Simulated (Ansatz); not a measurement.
# CuSi16: the cost of one run

Program: Ansatz 0.2.0. Level of theory: DFT PBE+D3(BJ), plane waves, PAW, scalar-relativistic, no spin polarisation. These are calculated values, not measurements.

### 1 The starting structure

The cell holds 17 atoms (CuSi16): a = 7.679 Å, b = 7.679 Å, c = 7.679 Å, α = 60.00°, β = 60.00°, γ = 60.00°.

The coordinates stand in the first input below.

### 2 Preparing the start

File input.yaml:

```yaml
accuracy: low
crystal:
  lattice:
    - [0.0, 5.43, 5.43]
    - [5.43, 0.0, 5.43]
    - [5.43, 5.43, 0.0]
  atoms:
    - { symbol: Si, position: [0.0, 0.0, 0.0] }
    - { symbol: Si, position: [0.125, 0.125, 0.125] }
    - { symbol: Si, position: [0.0, 0.0, 0.5] }
    - { symbol: Si, position: [0.125, 0.125, 0.625] }
    - { symbol: Si, position: [0.0, 0.5, 0.0] }
    - { symbol: Si, position: [0.125, 0.625, 0.125] }
    - { symbol: Si, position: [0.0, 0.5, 0.5] }
    - { symbol: Si, position: [0.125, 0.625, 0.625] }
    - { symbol: Si, position: [0.5, 0.0, 0.0] }
    - { symbol: Si, position: [0.625, 0.125, 0.125] }
    - { symbol: Si, position: [0.5, 0.0, 0.5] }
    - { symbol: Si, position: [0.625, 0.125, 0.625] }
    - { symbol: Si, position: [0.5, 0.5, 0.0] }
    - { symbol: Si, position: [0.625, 0.625, 0.125] }
    - { symbol: Si, position: [0.5, 0.5, 0.5] }
    - { symbol: Si, position: [0.625, 0.625, 0.625] }
    - { symbol: Cu, position: [0.2423761, 0.2552796, 0.7562795] }
total_charge: 1
basis:
  ecutwfc: 420.0
kpoints:
  mp_grid: { grid: [2, 2, 2] }
hamiltonian:
  xc: pbe
  dispersion: d3bj
  pseudopotentials: { kind: paw, azcp: { folder: soft_1 } }
scf:
  occupations: { method: fermi_dirac, width: 0.02 }
  lower_state_search: "off"
relax:
  f_tol: 0.08
  max_steps: 25
  adjacent_minimum: "off"
```

The run is started by

```bash
ansatz run input.yaml --threads 1 --pin off --max-ram 3072MiB --backend cpu --events-out ev --progress --plain --runs-dir out
```

**Question.** How long does this run take on 1 thread of Arm Neoverse V1, shared host, and how much memory does it need?

About 70 s, with a peak of 0.56 GiB.
